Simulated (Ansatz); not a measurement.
# RuH₂ (triplet): the correlation ladder, def2-TZVPP

One table from this session's results is given with a row withheld; the runs are named, their logs left out.

The runs use Ansatz 0.2.0, Gaussian basis; def2-TZVPP, core rule «outside noble gas», up to 4 orbitals frozen.

Plan: UHF; ROHF; CCSD(T) on UHF.

2 further runs of the same task are left out: 2 set aside as unsound or not needed.

### What is computed

The geometry is a PBE0/def2-TZVP stationary point (not a proven minimum) of the parent state, kept for this charge and spin. No spin-orbit coupling is included. Elements past krypton take def2 core potentials.

3 atoms, charge 0, spin multiplicity 3.

Atoms are counted from 1 here; the program's logs count them from 0.

Bond lengths: Ru1–H2 1.550 Å, Ru1–H3 1.550 Å. Angles: H2–Ru1–H3 89.6°.

The first run:

The input, in.yaml:

```yaml
crystal:
  periodic: [false, false, false]
  atoms:
    - {symbol: Ru, position_ang: [0.000000, -0.021500, 0.000000]}
    - {symbol: H, position_ang: [0.000000, 1.077959, -1.092234]}
    - {symbol: H, position_ang: [0.000000, 1.077953, 1.092239]}
basis:
  gaussian: {orbitals: def2-TZVPP}
magnetization: {spin_polarized: true, initial_magnetization: 2}
hamiltonian: {xc: hf}
output: {orbitals: {seedname: orbitals}}
```

On the command line:

```bash
ansatz run in.yaml --threads 1 --pin off --events-out ev --progress --plain --max-ram 4096MiB --backend cpu
```

Among the steps run: UHF; ROHF; CCSD(T) on UHF.

One table of the session follows, with a row left open; its other results are not shown here.

It belongs to the step «Misses and costs». 

```
  method  from UCCSD(T) (kJ/mol)
    ROHF                  +805.4
     UHF                  +780.3
    UMP2                   +60.2
   UCCSD                       ?
UCCSD(T)                       0
```

Estimate the missing values for UCCSD.

As computed: from UCCSD(T) (kJ/mol): +34.5. In the column «from UCCSD(T) (kJ/mol)» it lies between UCCSD(T) (0) and UMP2 (+60.2).
